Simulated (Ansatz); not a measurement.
# AlFe (Pm-3m): equation of state

The task here is to estimate one member of a computed series from the others.

Computed with Ansatz 0.2.0 (DFT PBE, scalar-relativistic, plane waves, PAW, unless a step's input says otherwise).

## The system as given

The structure is cubic, space group Pm-3m (No. 221). Conventional cell: a = 2.874 Å, b = 2.874 Å, c = 2.874 Å, α = 90.00°, β = 90.00°, γ = 90.00°. Al (site symmetry m-3m) is surrounded by 8 Fe at 2.49 Å. Around Fe (site symmetry m-3m) lie 8 Al at 2.49 Å.

Coordinates:

```
Al Fe
1.0
     2.87424    0.00000    0.00000
     0.00000    2.87424    0.00000
     0.00000    0.00000    2.87424
Al Fe
1 1
Direct
  0.00000 0.00000 0.00000
  0.50000 0.50000 0.50000
```

This cell comes from an earlier session at PBE: 11.872 Å³/atom at 0.00 GPa, on a 16×16×16 mesh.

Volume factors to run: 0.980, 1.020, 0.960, 1.040.

The first run:

input.yaml

```yaml
crystal:
  lattice:
    - [2.8549532779, 0.0, 0.0]
    - [0.0, 2.8549532779, 0.0]
    - [0.0, 0.0, 2.8549532779]
  atoms:
    - { symbol: Al, position: [0.0, 0.0, 0.0] }
    - { symbol: Fe, position: [0.5, 0.5, 0.5], spin: 0.79 }
basis:
  ecutwfc: 420
  ecutrho_ratio: 4
kpoints:
  mp_grid: { grid: [16, 16, 16] }
hamiltonian:
  xc: pbe
scf:
  occupations: { method: gaussian, width: 0.05 }
output:
  forces: true
  stress: true
  eigenvalues: true
  populations: true
magnetization:
  spin_polarized: true
```

Run with:

```console
ansatz run input.yaml --threads 2 --pin off --max-ram 5120MiB --backend cpu --events-out ev --progress --plain --runs-dir out
```

Among the steps run: Scaling the volume by 0.980; At 1.020 of the relaxed volume; Volume × 0.960; Volume × 1.040.

One table of the session follows, with a row left open; its other results are not shown here.

It belongs to the step «The fit». 

| volume (Å³/atom) | energy (meV/atom) | pressure (GPa) | moment of atom 2 (μB) |
| --- | --- | --- | --- |
| 11.398 | 11.17 | 7.86 | 0.69 |
| 11.635 | ? | ? | ? |
| 11.872 | 0.00 | 0.00 | 0.72 |
| 12.110 | 2.53 | -3.34 | 0.74 |
| 12.347 | 9.77 | -6.35 | 0.76 |

Estimate the missing values for volume (Å³/atom) = 11.635.

Worked estimate for «energy (meV/atom)». A straight line through the neighbours (11.398, 11.17) and (11.872, 0.00) gives 11.17 + (0.00 − 11.17) × (11.635 − 11.398) / (11.872 − 11.398) = 5.58; a parabola fitted to 3 rows on both sides gives 2.89.

As computed: energy (meV/atom): 2.68; pressure (GPa): 3.72; moment of atom 2 (μB): 0.71. In «energy (meV/atom)» the line misses by +2.90 and the parabola by +0.21.
